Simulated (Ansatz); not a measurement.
# Bi2W (CdI2 type): a single-point run

Wanted: a converged single-point run for Bi2W (CdI2 type), and a check of what comes out. The structure is shown as the input types it.

Computed with Ansatz 0.2.0 (DFT, PBE, all-electron PAW with datasets made for the crystal, scalar-relativistic, unless a step's input says otherwise).

## Step 1: Starting point

The structure is trigonal, space group P-3m1 (No. 164). Conventional cell: a = 3.420 Å, b = 3.420 Å, c = 8.353 Å, α = 90.00°, β = 90.00°, γ = 120.00°. Around W (site symmetry -3m) lie 6 Bi at 2.90 Å. Bi (site symmetry 3m) has 3 W at 2.90 Å as nearest neighbours.

As a file:

```cif
data_structure
_symmetry_space_group_name_H-M 'P 1'
_symmetry_Int_Tables_number 1
_cell_length_a 3.4204
_cell_length_b 3.4204
_cell_length_c 8.3531
_cell_angle_alpha 90.000
_cell_angle_beta 90.000
_cell_angle_gamma 120.000
_cell_volume 84.63
loop_
_atom_site_label
_atom_site_type_symbol
_atom_site_fract_x
_atom_site_fract_y
_atom_site_fract_z
_atom_site_occupancy
W1 W 0.00000 0.00000 0.00000 1
Bi1 Bi 0.33333 0.66667 0.25365 1
Bi2 Bi 0.66667 0.33333 0.74635 1
```

## Step 2: The run

The input, input.yaml:

```yaml
crystal:
  lattice:
    - [3.4203704673, 0.0, 0.0]
    - [-1.7101852337, 2.962127715, 0.0]
    - [0.0, 0.0, 8.3530915854]
  atoms:
    - { symbol: W, position: [0.0, 0.0, 0.0] }
    - { symbol: Bi, position: [0.3333333333, 0.6666666667, 0.2536483888] }
    - { symbol: Bi, position: [0.6666666667, 0.3333333333, 0.7463516112] }
kpoints:
  mp_grid: { grid: [9, 9, 5] }
  band_path:
    path:
      - [0.0, 0.0, 0.0]
      - [0.5, 0.0, 0.0]
      - [0.3333333333, 0.3333333333, 0.0]
      - [0.0, 0.0, 0.0]
      - [0.0, 0.0, 0.5]
      - [0.5, 0.0, 0.5]
      - [0.3333333333, 0.3333333333, 0.5]
      - [0.0, 0.0, 0.5]
      - [0.5, 0.0, 0.5]
    npoints: 8
scf:
  occupations: { method: fixed }
  max_iter: 100
hamiltonian:
  xc: pbe
  pseudopotentials: { kind: all_electron, datasets: crystal }
output:
  forces: true
  stress: true
  eigenvalues: true
  efg: { contact_densities: true }
```

Command:

```bash
$ ansatz run input.yaml --threads 1 --pin off --max-ram 3072MiB --backend cpu --events-out ev --progress --plain --runs-dir out
```

Q: Will this input give a usable result? If not, why, and what should change?

The run converged and reported no error, with warnings (band overlap at count, crystal datasets made, gradients without spin orbit). Its log warns: «a fill by count may have filled part of one level: at k-index 0 the highest filled band, 17.039505 eV, and the lowest empty band, 17.039505 eV, stand 3.446e-9 eV apart ...»

In the input, scf.occupations.method is fixed; scf.occupations.width is missing. What could go wrong: fixed occupations where they can't hold. The run converged, but that does not make its result sound.

Run again and compare: set scf.occupations.method to fermi_dirac and scf.occupations.width to 0.03.
